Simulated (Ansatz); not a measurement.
# C₆H₃FZr: a ladder of functionals and wavefunction methods

One table from this session's results is given with a row withheld; the runs are named, their logs left out.

The runs use Ansatz 0.2.0, Gaussian basis; functionals in def2-TZVPP, the program's frozen cores in correlated methods.

Plan: LDA (SPW92), PBE-D4, revPBE-D4, BLYP-D4, r2SCAN-D4, B97M-V, PBE0-D4, B3LYP-D4, r2SCANh-D4, r2SCAN0-D4, HSE06-D4, BHLYP-D4, CAM-B3LYP-D4, LC-ωPBE, ωB97X-V, ωB97M-V, B2PLYP, PBE-QIDH; CCSD(T)/def2-SVP; MP2/def2-TZVPP; MP2/def2-QZVPP; RPA on PBE.

### The relaxed structure

An earlier PBE0-D4 in a triple-zeta def2 set relaxation fixed the geometry. Zr takes the def2 core potential; no spin-orbit term is included.

SMILES `C#[C][Zr]([F])([C]#C)[C]#C`, 11 atoms, charge 0, spin multiplicity 1.

Atoms are counted from 1 here; the program's logs count them from 0.

Bond lengths: C1–C2 1.216 Å, C1–H9 1.067 Å, C2–Zr3 2.171 Å, Zr3–F4 1.883 Å, Zr3–C5 2.171 Å, Zr3–C7 2.171 Å, C5–C6 1.216 Å, C6–H10 1.067 Å, C7–C8 1.216 Å, C8–H11 1.067 Å. Angles: C2–C1–H9 179.9°, C1–C2–Zr3 179.4°, C2–Zr3–F4 109.5°, C2–Zr3–C5 109.4°, C2–Zr3–C7 109.4°, F4–Zr3–C5 109.5°, F4–Zr3–C7 109.5°, C5–Zr3–C7 109.5°, Zr3–C5–C6 179.4°, C5–C6–H10 179.9°, Zr3–C7–C8 179.4°, C7–C8–H11 179.9°.

Geometry (Å):

```
C    -0.56736    0.25889    3.14983
C    -0.62281    0.22052    1.93578
Zr   -0.69849    0.14680   -0.23271
F    -2.45119    0.51493   -0.81411
C     0.66328    1.62550   -1.05291
C     1.43506    2.44880   -1.50569
C    -0.11076   -1.83107   -0.90821
C     0.22852   -2.93801   -1.27974
H    -0.51741    0.29228    4.21562
H     2.11360    3.17104   -1.90254
H     0.52756   -3.90967   -1.60531
```

Set-up of the first run:

in.yaml reads:

```yaml
crystal:
  periodic: [false, false, false]
  atoms:
    - {symbol: C, position_ang: [-0.567361, 0.258895, 3.149830]}
    - {symbol: C, position_ang: [-0.622813, 0.220521, 1.935780]}
    - {symbol: Zr, position_ang: [-0.698493, 0.146795, -0.232714]}
    - {symbol: F, position_ang: [-2.451190, 0.514931, -0.814111]}
    - {symbol: C, position_ang: [0.663277, 1.625502, -1.052909]}
    - {symbol: C, position_ang: [1.435056, 2.448799, -1.505691]}
    - {symbol: C, position_ang: [-0.110762, -1.831074, -0.908207]}
    - {symbol: C, position_ang: [0.228524, -2.938014, -1.279745]}
    - {symbol: H, position_ang: [-0.517409, 0.292281, 4.215624]}
    - {symbol: H, position_ang: [2.113596, 3.171036, -1.902539]}
    - {symbol: H, position_ang: [0.527565, -3.909670, -1.605308]}
basis:
  gaussian: {orbitals: def2-TZVPP}
hamiltonian: {xc: lda}
output: {orbitals: {seedname: orbitals}}
```

On the command line:

```
> ansatz run in.yaml --threads 4 --pin off --events-out ev --progress --plain --max-ram 11315MiB
```

Steps of the session up to this table: LDA; PBE-D4 (GGA); revPBE-D4 (GGA); BLYP-D4 (GGA); r2SCAN-D4 (meta-GGA); B97M-V (meta-GGA); B3LYP-D4 (hybrid); r2SCANh-D4 (hybrid); r2SCAN0-D4 (hybrid); HSE06-D4 (hybrid); BHLYP-D4 (hybrid); CAM-B3LYP-D4 (range-separated); LC-ωPBE (range-separated); ωB97X-V (range-separated); ωB97M-V (range-separated); B2PLYP (double hybrid); PBE-QIDH (double hybrid).

One of the session's tables, all rows but one given; the rest of the session is left out.

It belongs to the step «Frontier levels by functional». 

| functional | HOMO (eV) | LUMO (eV) | gap (eV) |
| --- | --- | --- | --- |
| LDA (SPW92) | -7.33 | -3.64 | 3.69 |
| PBE-D4 | -7.11 | -3.37 | 3.73 |
| revPBE-D4 | -7.03 | -3.27 | 3.76 |
| BLYP-D4 | -6.92 | -3.23 | 3.69 |
| r2SCAN-D4 | -7.33 | -3.22 | 4.11 |
| B97M-V | -7.27 | -3.16 | 4.11 |
| PBE0-D4 | ? | ? | ? |
| B3LYP-D4 | -8.01 | -2.79 | 5.21 |
| r2SCANh-D4 | -7.77 | -2.95 | 4.82 |
| r2SCAN0-D4 | -8.42 | -2.52 | 5.90 |
| HSE06-D4 | -7.87 | -2.98 | 4.89 |
| BHLYP-D4 | -9.24 | -1.67 | 7.57 |
| CAM-B3LYP-D4 | -9.57 | -1.56 | 8.00 |
| LC-ωPBE | -11.01 | -0.46 | 10.55 |
| ωB97X-V | -10.57 | -0.53 | 10.04 |
| ωB97M-V | -10.46 | -0.62 | 9.84 |

Q: Estimate the row for PBE0-D4 from the others.

As computed: HOMO (eV): -8.26; LUMO (eV): -2.61; gap (eV): 5.65. In the column «HOMO (eV)» it lies between r2SCAN0-D4 (-8.42) and B3LYP-D4 (-8.01).
